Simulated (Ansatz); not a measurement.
# C₂H₈S₂Sn: geometry optimisation

Aim: relax C₂H₈S₂Sn from a cheap starting geometry.

The runs use Ansatz 0.2.0, Gaussian basis; RKS PBE0-D4/def2-TZVP.

Plan: relaxation at PBE0-D4/def2-TZVP.

1 further run of the same task is left out (set aside as unsound or not needed).

### 1 Where the work starts

SMILES `C[S][SnH2][S]C`, 13 atoms, charge 0, spin multiplicity 1.

Atoms are counted from 1 here; the program's logs count them from 0.

Bond lengths: C1–S2 1.814 Å, C1–H6 1.084 Å, C1–H7 1.085 Å, C1–H8 1.084 Å, S2–Sn3 2.428 Å, Sn3–S4 2.406 Å, Sn3–H9 1.719 Å, Sn3–H10 1.736 Å, S4–C5 1.821 Å, C5–H11 1.084 Å, C5–H12 1.085 Å, C5–H13 1.085 Å. Angles: S2–C1–H6 110.3°, S2–C1–H7 105.5°, S2–C1–H8 110.3°, H6–C1–H7 109.9°, H6–C1–H8 110.7°, H7–C1–H8 110.0°, C1–S2–Sn3 101.5°, S2–Sn3–S4 109.5°, S2–Sn3–H9 113.0°, S2–Sn3–H10 107.8°, S4–Sn3–H9 109.2°, S4–Sn3–H10 114.3°, H9–Sn3–H10 103.0°, Sn3–S4–C5 102.0°, S4–C5–H11 110.0°, S4–C5–H12 105.5°, S4–C5–H13 110.2°, H11–C5–H12 109.9° and more.

Coordinates:

```
C     0.8306   -1.7484    1.9791
S     0.4757   -1.3230    0.2514
Sn   -0.9592    0.6176    0.5170
S    -1.4776    1.5354   -1.6464
C     0.0371    1.1650   -2.5873
H     1.2784   -0.9039    2.4901
H     1.5365   -2.5706    1.9355
H    -0.0760   -2.0639    2.4817
H    -2.4227    0.2618    1.3446
H    -0.1625    1.7252    1.5906
H     0.8482    1.8010   -2.2504
H    -0.2028    1.3881   -3.6214
H     0.2942    0.1156   -2.4845
```

The start is a GFN2-xTB geometry. Sn takes the def2 core potential; no spin-orbit term is included.

### 2 Relaxation at PBE0-D4/def2-TZVP

Contents of in.yaml:

```yaml
crystal:
  periodic: [false, false, false]
  atoms:
    - {symbol: C, position_ang: [0.830620, -1.748360, 1.979120]}
    - {symbol: S, position_ang: [0.475730, -1.323030, 0.251410]}
    - {symbol: Sn, position_ang: [-0.959240, 0.617550, 0.516960]}
    - {symbol: S, position_ang: [-1.477560, 1.535450, -1.646370]}
    - {symbol: C, position_ang: [0.037100, 1.165040, -2.587300]}
    - {symbol: H, position_ang: [1.278400, -0.903930, 2.490140]}
    - {symbol: H, position_ang: [1.536530, -2.570610, 1.935500]}
    - {symbol: H, position_ang: [-0.075970, -2.063880, 2.481660]}
    - {symbol: H, position_ang: [-2.422700, 0.261810, 1.344600]}
    - {symbol: H, position_ang: [-0.162470, 1.725240, 1.590570]}
    - {symbol: H, position_ang: [0.848240, 1.801000, -2.250400]}
    - {symbol: H, position_ang: [-0.202840, 1.388120, -3.621380]}
    - {symbol: H, position_ang: [0.294160, 0.115610, -2.484520]}
basis:
  gaussian: {orbitals: def2-TZVP}
hamiltonian: {xc: pbe0, dispersion: d4}
relax: {f_tol: 0.005, max_steps: 150}
```

Command:

```console
$ ansatz run in.yaml --threads 2 --pin off --events-out ev --progress --plain --max-ram 22528MiB --backend cuda --devices 0, --max-vram 18GiB
```

Before running them: what should the planned runs give, taken together? Wanted: point group; shift from the start; total energy; dispersion term; dipole moment.

**Answer**, as computed:

| quantity | value |
| --- | --- |
| point group | C1 |
| steps | 60 |
| shift from the start (rms) | 1.019 Å |
| total energy | -29699.4925 eV |
| dispersion term | -318 meV |
| dipole moment | 2.27 D |

The relaxed geometry lies 1.02 Å (rms) from the start; the bond that changed most is S2–Sn3, from 2.428 to 2.399 Å. No vibrations were run, so it is not proven to be a minimum. The largest Mulliken charge, +0.54 e, sits on Sn3.
